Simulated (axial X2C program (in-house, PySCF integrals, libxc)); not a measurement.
**AuCo⁺: from the state search to constants**

Aim: find the lowest determinant of AuCo⁺, scan the bond at several levels and fit the constants, once spin-free and once with spin–orbit coupling.

Computed with an in-house X2C program for linear molecules on PySCF integrals. Level: all-electron X2C, Au dyall-v3z, Co dyall-v3z.

All values are calculated.

## Step 1: Input

task.json

```json
{"zs": [79, 27], "q": 1, "bas": ["dyall-v3z", "dyall-v3z"], "levels": ["PBE0", "HF", "LDA", "BP86"], "cc": false, "r0": 2.35}
```

Keys: zs atomic numbers; q charge; bas basis sets; levels methods (HF also brings MP2); cc coupled cluster on or off; r0 starting distance in Å.

Run with:

```
$ python so2c.py task.json out
```

Spin-free means the one-electron spin-free X2C Hamiltonian; two-component (2c) means X2C with spin–orbit coupling and atomic mean-field two-electron Coulomb and Gaunt terms. Basis: Au dyall-v3z contracted to [13s14p9d6f2g], Co dyall-v3z contracted to [9s10p6d3f2g]; Gaussian nuclei, density fitting. Masses: Au 196.967 u, Co 58.933 u.

Notation: σ, π±, δ± give the projection m of an orbital's angular momentum (0, ±1, ±2), α and β its spin, Λ and M_S the sums; ω is the projection of a spinor's total angular momentum and Ω the sum. Logs are in hartree.

The results follow Hamiltonian by Hamiltonian and level by level.

## Step 2: State search with PBE0

Determinants are compared with PBE0 at 2.350 Å.

Spin-free determinants:

| ΔE (eV) | state | open shells |
| --- | --- | --- |
| 0.00 | M_S = 3/2, Λ = 3 | beyond closed shells: σα, π+α, π+β, π-α, δ+α, δ+β, δ-α |
| 0.01 | M_S = 3/2, Λ = 0 | beyond closed shells: σα, δ+α, δ-α |
| 0.20 | M_S = 3/2, Λ = 1 | beyond closed shells: σα, π+α, π-α, π-β, δ+α, δ+β, δ-α |
| 0.92 | M_S = 3/2, Λ = 2 | beyond closed shells: 2 × σα, δ+α, δ+β, δ-α |
| 0.97 | M_S = 1/2, Λ = 2 | beyond closed shells: δ+α, δ+β, δ-α |
| 1.06 | M_S = 1/2, Λ = 3 | beyond closed shells: σβ, π+α, π+β, π-α, δ+α, δ+β, δ-α |
| 1.12 | M_S = 1/2, Λ = 3 | beyond closed shells: σα, π+α, π+β, π-β, δ+α, δ+β, δ-α |

Two-component determinants:

```json
{"ΔE (eV)": "0.00", "state": "Ω = 7/2", "open shells": "excess of +ω over −ω: ω = -1/2, ω = 3/2, ω = 5/2"}
{"ΔE (eV)": "0.02", "state": "Ω = 9/2", "open shells": "excess of +ω over −ω: ω = 1/2, ω = 3/2, ω = 5/2"}
{"ΔE (eV)": "0.17", "state": "Ω = 3/2", "open shells": "excess of +ω over −ω: ω = 1/2, ω = -3/2, ω = 5/2"}
{"ΔE (eV)": "0.26", "state": "Ω = 3/2", "open shells": "excess of +ω over −ω: ω = 3/2"}
{"ΔE (eV)": "0.33", "state": "Ω = 5/2", "open shells": "excess of +ω over −ω: ω = 5/2"}
{"ΔE (eV)": "0.35", "state": "Ω = 1/2", "open shells": "excess of +ω over −ω: ω = 1/2"}
{"ΔE (eV)": "0.95", "state": "Ω = 5/2", "open shells": "excess of +ω over −ω: ω = 5/2"}
```

## Step 3: PBE0, spin-free

State followed: M_S = 3/2, Λ = 3 (beyond closed shells: σα, π+α, π+β, π-α, δ+α, δ+β, δ-α). The scan is laid around 2.335 Å, a first estimate of the minimum, and this SCF restarts from the orbitals of the search.

Output at 2.335 Å:

```text
spin-free X2C-1e  PBE0
basis functions 268  fitting functions 1461  grid points 5800
iter        total energy     max residual
   1     -20406.774815616     3.90e+01
   2     -20407.397469729     1.90e-01
   3     -20407.398135449     1.49e-01
   4     -20407.398202828     3.43e-02
   5     -20407.398267564     5.39e-02
   6     -20407.398323175     2.18e-02
   7     -20407.398332020     5.02e-03
   8     -20407.398334936     5.70e-03
   9     -20407.398335346     6.53e-04
  10     -20407.398335392     6.03e-04
  11     -20407.398335409     2.23e-04
  12     -20407.398335413     8.94e-05
  13     -20407.398335414     4.88e-06
converged
one-electron -28936.46541104  Coulomb 8474.82605594  exact exchange -105.60108855  xc functional -323.55617479  nuclear repulsion 483.39828304
```

Along the bond, energies from the lowest point:

```tsv
R (Å)	E (eV)	μ (D)	HOMO (eV)	LUMO (eV)	iterations
2.031	0.7508	4.88	-13.33	-9.63	56
2.125	0.2939	5.20	-13.17	-9.75	49
2.195	0.1087	5.41	-13.07	-9.81	53
2.265	0.0197	5.60	-12.97	-9.85	50
2.335	0.0000	5.77	-12.89	-9.87	13
2.417	0.0391	5.94	-12.80	-9.87	53
2.498	0.1229	6.08	-12.72	-9.84	44
2.603	0.2707	6.23	-12.63	-9.76	46
2.732	0.4822	6.35	-12.52	-9.65	38
2.919	0.8045	6.46	-12.37	-9.58	32
3.176	1.2133	6.55	-12.15	-9.51	23
3.502	1.6174	6.88	-11.84	-9.49	18
```

Dipoles are positive if Co is the positive end and refer to the centre of mass.

Outer orbitals at the reference distance:

```
symmetry  occupied  ε (eV)              atomic character
     π+α       yes  -18.32             96% Co d, 4% Au d
     π-α       yes  -18.32             96% Co d, 4% Au d
     δ-α       yes  -17.96                     100% Co d
     δ+α       yes  -17.96                     100% Co d
     π+β       yes  -15.96            73% Co d, 26% Au d
      σβ       yes  -15.75   68% Au d, 13% Co d, 9% Co s
      σα       yes  -15.25   69% Au d, 14% Co s, 8% Co d
     δ+β       yes  -15.25             97% Co d, 2% Au d
     π-β       yes  -14.74             89% Au d, 8% Co d
     π-α       yes  -14.61             93% Au d, 4% Co d
     π+α       yes  -14.61             93% Au d, 4% Co d
     δ+α       yes  -14.26                     100% Au d
     δ-α       yes  -14.26                     100% Au d
     δ-β       yes  -14.26                      99% Au d
     δ+β       yes  -14.24             97% Au d, 3% Co d
     π+β       yes  -14.21            71% Au d, 26% Co d
      σα       yes  -13.03  36% Co s, 34% Au s, 22% Au d
      σβ       yes  -12.89  42% Au s, 23% Co s, 23% Au d
     π-β        no   -9.87             90% Co d, 8% Au d
      σβ        no   -9.57   80% Co d, 12% Co s, 5% Au d
     δ-β        no   -9.26                      99% Co d
      σα        no   -8.99  37% Co p, 25% Au s, 21% Co s
```

PBE0 fields in the half plane through the axis: z from -2.4 to 4.5 Å across, distance from the axis 0.15 to 2.25 Å upwards; Au lies at z = 0 and Co at z = 2.335 Å; the ELF is damped to zero where the density is low.

log10 density (e/bohr³). Ten even steps from ' ' (-5.13 ) to '@' (1.88 ):
```
    ....::::::::::::::::::::::::::::::......    
  ....::::::----------------------::::::::....  
  ..::::------==========----------------::::....
....::----======++==================------::::..
..::::--====++++++++++++======++++======----::..
..::----==++**********++++++++****++++====--::::
..::--==++++**######****++++**######**++==--::::
..::--==++**##%%@@%%##**++++##%%@@##**++==----::
```

ELF. Ten even steps from '0' (0.00 ) to '9' (0.76 ):
```
000000001111111000000000
000000111222332111000000
000001122333443211110000
000001233444442111111000
000012345444542111111000
000013577654532343211000
000014785874425998310000
000025844484427659410000
```

Re = 2.324 Å, ωe = 252.5 cm⁻¹, ωexe = 0.913 cm⁻¹, Be = 0.06883 cm⁻¹, De = 2.23 eV, μ = 5.75 D.

## Step 4: HF, spin-free

Output at 2.335 Å:

```text
spin-free X2C-1e  HF
basis functions 268  fitting functions 1461  grid points 5800
iter        total energy     max residual
   1     -20400.645426276     1.11e+00
   2     -20400.715575154     1.78e-02
   3     -20400.722058641     1.83e-01
   4     -20400.726545751     4.02e-02
   5     -20400.727203261     5.58e-03
   6     -20400.727402912     1.07e-02
   7     -20400.727440532     3.19e-03
   8     -20400.727468353     3.35e-03
   9     -20400.727489158     5.14e-03
  10     -20400.727500340     2.73e-03
  11     -20400.727504312     2.04e-04
  12     -20400.727505216     5.94e-04
  13     -20400.727505393     2.82e-04
  14     -20400.727505435     2.20e-05
  15     -20400.727505443     5.04e-05
  16     -20400.727505445     1.88e-05
  17     -20400.727505445     1.09e-06
converged
one-electron -28940.32426626  Coulomb 8478.96015539  exact exchange -422.76167762  xc functional 0.00000000  nuclear repulsion 483.39828304
```

Re = 2.565 Å, ωe = 161.2 cm⁻¹, ωexe = 0.849 cm⁻¹, Be = 0.0565 cm⁻¹, De = 1.65 eV, μ = 5.40 D.

## Step 5: LDA, spin-free

The SCF at the reference distance of 2.335 Å:

```text
spin-free X2C-1e  LDA
basis functions 268  fitting functions 1461  grid points 5800
iter        total energy     max residual
   1     -20393.590818441     1.92e+00
   2     -20393.601955030     6.36e-02
   3     -20393.618158174     5.50e-01
   4     -20393.623187341     3.62e-01
   5     -20393.624145608     2.15e-01
   6     -20393.624652616     2.42e-02
   7     -20393.624657126     5.23e-02
   8     -20393.624724141     3.52e-03
   9     -20393.624730523     2.95e-03
  10     -20393.624733553     2.71e-03
  11     -20393.624734162     2.92e-04
  12     -20393.624734184     3.11e-05
  13     -20393.624734191     2.07e-05
  14     -20393.624734191     7.02e-06
converged
one-electron -28931.89305837  Coulomb 8470.01571216  exact exchange 0.00000000  xc functional -415.14567102  nuclear repulsion 483.39828304
```

Re = 2.225 Å, ωe = 298.3 cm⁻¹, ωexe = 1.37 cm⁻¹, Be = 0.07503 cm⁻¹, De = 3.31 eV, μ = 5.13 D.

## Step 6: BP86, spin-free

The SCF at the reference distance of 2.335 Å:

```text
spin-free X2C-1e  BP86
basis functions 268  fitting functions 1461  grid points 5800
iter        total energy     max residual
   1     -20410.357283173     4.29e-01
   2     -20410.366395405     2.78e-01
   3     -20410.373449887     5.45e-02
   4     -20410.374855374     3.64e-03
   5     -20410.375234908     1.84e-02
   6     -20410.375377601     8.68e-03
   7     -20410.375404300     1.19e-03
   8     -20410.375421304     1.10e-03
   9     -20410.375423267     3.32e-04
  10     -20410.375424374     2.03e-04
  11     -20410.375424557     5.57e-05
  12     -20410.375424577     2.41e-05
  13     -20410.375424584     1.54e-05
converged
one-electron -28933.41136716  Coulomb 8471.69277303  exact exchange 0.00000000  xc functional -432.05511350  nuclear repulsion 483.39828304
```

Re = 2.287 Å, ωe = 267.6 cm⁻¹, ωexe = 1.08 cm⁻¹, Be = 0.07107 cm⁻¹, De = 2.53 eV, μ = 5.32 D.

## Step 7: Correlated methods, spin-free

Correlated methods: 19 electrons correlated (frozen shells, counted by type: Au 5 s, 4 p, 2 d, 1 f; Co 3 s, 2 p), 337 virtual spinors in MP2.

MP2: No constants are quoted: the reference is strongly spin-contaminated.

## Step 8: A higher determinant, spin-free

State: M_S = 3/2, Λ = 0 (beyond closed shells: σα, δ+α, δ-α).

Output at the reference distance:

```text
spin-free X2C-1e  PBE0
basis functions 268  fitting functions 1461  grid points 5800
iter        total energy     max residual
   1     -20406.777022008     3.94e+01
   2     -20407.396823418     1.95e-01
   3     -20407.397452433     1.49e-01
   4     -20407.397609027     3.10e-02
   5     -20407.397615992     1.94e-02
   6     -20407.397636336     1.08e-02
   7     -20407.397638311     2.32e-03
   8     -20407.397640690     2.72e-03
   9     -20407.397640785     6.34e-04
  10     -20407.397640810     3.25e-04
  11     -20407.397640813     1.71e-04
  12     -20407.397640814     2.97e-05
  13     -20407.397640814     2.23e-05
  14     -20407.397640814     3.19e-07
converged
one-electron -28936.55883672  Coulomb 8474.95288669  exact exchange -105.60958048  xc functional -323.58039334  nuclear repulsion 483.39828304
```

```tsv
R (Å)	E above the lowest PBE0 point (eV)
2.031	1.008
2.125	0.455
2.195	0.213
2.265	0.077
2.335	0.019
2.417	0.023
2.498	0.079
2.603	0.201
2.732	0.391
```

Re = 2.370 Å, ωe = 242.4 cm⁻¹, ωexe = 0.844 cm⁻¹, Be = 0.06616 cm⁻¹, μ = 5.82 D. Te = 0.01 eV.

State: M_S = 3/2, Λ = 1 (beyond closed shells: σα, π+α, π-α, π-β, δ+α, δ+β, δ-α).

Output at the reference distance:

```text
spin-free X2C-1e  PBE0
basis functions 268  fitting functions 1461  grid points 5800
iter        total energy     max residual
   1     -20406.767563265     3.90e+01
   2     -20407.390188325     1.90e-01
   3     -20407.390857691     1.49e-01
   4     -20407.390901821     3.50e-02
   5     -20407.390992165     5.60e-02
   6     -20407.391045204     2.42e-02
   7     -20407.391056192     5.51e-03
   8     -20407.391058847     6.37e-03
   9     -20407.391059364     5.28e-04
  10     -20407.391059406     6.15e-04
  11     -20407.391059425     1.81e-04
  12     -20407.391059429     8.40e-05
  13     -20407.391059430     2.62e-06
converged
one-electron -28936.39227857  Coulomb 8474.75041810  exact exchange -105.59261497  xc functional -323.55486703  nuclear repulsion 483.39828304
```

```tsv
R (Å)	E above the lowest PBE0 point (eV)
2.031	0.934
2.125	0.482
2.195	0.300
2.265	0.215
2.335	0.198
2.417	0.240
2.498	0.327
2.603	0.477
2.732	0.691
```

Re = 2.320 Å, ωe = 254.3 cm⁻¹, ωexe = 0.935 cm⁻¹, Be = 0.06906 cm⁻¹, μ = 5.72 D. Te = 0.20 eV.

## Step 9: The spin-free curves together

Energy (eV) of the followed determinant, spin-free, from each level's lowest point:

```tsv
R (Å)	PBE0	HF	MP2 (spin-contaminated)	LDA	BP86
2.031	0.751	1.666	0.763	0.387	0.610
2.125	0.294	0.941	0.284	0.083	0.205
2.195	0.109	0.579	0.093	0.000	0.056
2.265	0.020	0.331	0.007	0.003	0.000
2.335	0.000	0.169	0.000	0.066	0.010
2.417	0.039	0.058	0.065	0.186	0.078
2.498	0.123	0.008	0.183	0.334	0.185
2.603	0.271	0.000	0.376	0.546	0.355
2.732	0.482	0.044	0.630	0.814	0.580
2.919	0.805	0.158	0.979	1.191	0.902
3.176	1.213	0.351	1.383	1.644	1.292
3.502	1.617	0.594	1.771	2.088	1.679
```

[end of part 1 of 2]
